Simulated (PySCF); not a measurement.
# H2S2Yb (Yb(SH)2+): the cost of one run

The runs use PySCF 2.14.0; PBE0, Yb lcecp-1-SVP with ECP59, S def2-SVP, H def2-SVP; scalar-relativistic core potentials, no spin–orbit coupling.

1 further run of the same task is left out (for a known fault of the program).

## Step 1: Where the work starts

5 atoms, charge 1, spin multiplicity 1.

Bond lengths: Yb1–S2 2.658 Å, Yb1–S4 2.658 Å, S2–H3 1.341 Å, S4–H5 1.341 Å. Angles: S2–Yb1–S4 131.8°, Yb1–S2–H3 104.2°, Yb1–S4–H5 104.2°.

Coordinates:

```tsv
atom	x (Å)	y (Å)	z (Å)
Yb1	0.0000	0.0000	0.0000
S2	2.4258	0.0000	1.0856
H3	3.2399	-0.3365	0.0742
S4	-2.4258	0.0000	1.0856
H5	-3.2399	0.3365	0.0742
```

Formal oxidation states: Yb +3. Each metal's 13 4f electrons lie in its core potential, so multiplicities, spins and levels count the valence alone.

## Step 2: SCF at the start, singlet

File run.py (the lines that set the calculation):

```python
mol = gto.M(atom='''
Yb     0.00000     0.00000     0.00000
S      2.42580     0.00000     1.08560
H      3.23990    -0.33650     0.07420
S     -2.42580     0.00000     1.08560
H     -3.23990     0.33650     0.07420''',
    basis={'Yb': 'lcecp-1-SVP', 'S': 'def2-SVP', 'H': 'def2-SVP'},
    ecp={'Yb': 'lcecp-1-SVP'},
    charge=1, spin=0)
mf = dft.RKS(mol, xc='PBE0')
mf.grids.atom_grid = (50, 194)  # f atoms: unpruned, at least (60, 302)
mf = mf.density_fit()  # fitting sets: Yb AutoAux, S def2-universal-JKFIT, H def2-universal-JKFIT
mf.conv_tol = 1e-08; mf.max_cycle = 55
mf.kernel(dm0)  # dm0: free metal ions and neutral atoms
```

Launch:

```bash
$ OMP_NUM_THREADS=2 python run.py
```

Q: Estimate wall time and peak memory on 2 threads of Arm Neoverse V1, shared host.

About 2.5 s, with a peak of 0.41 GiB.
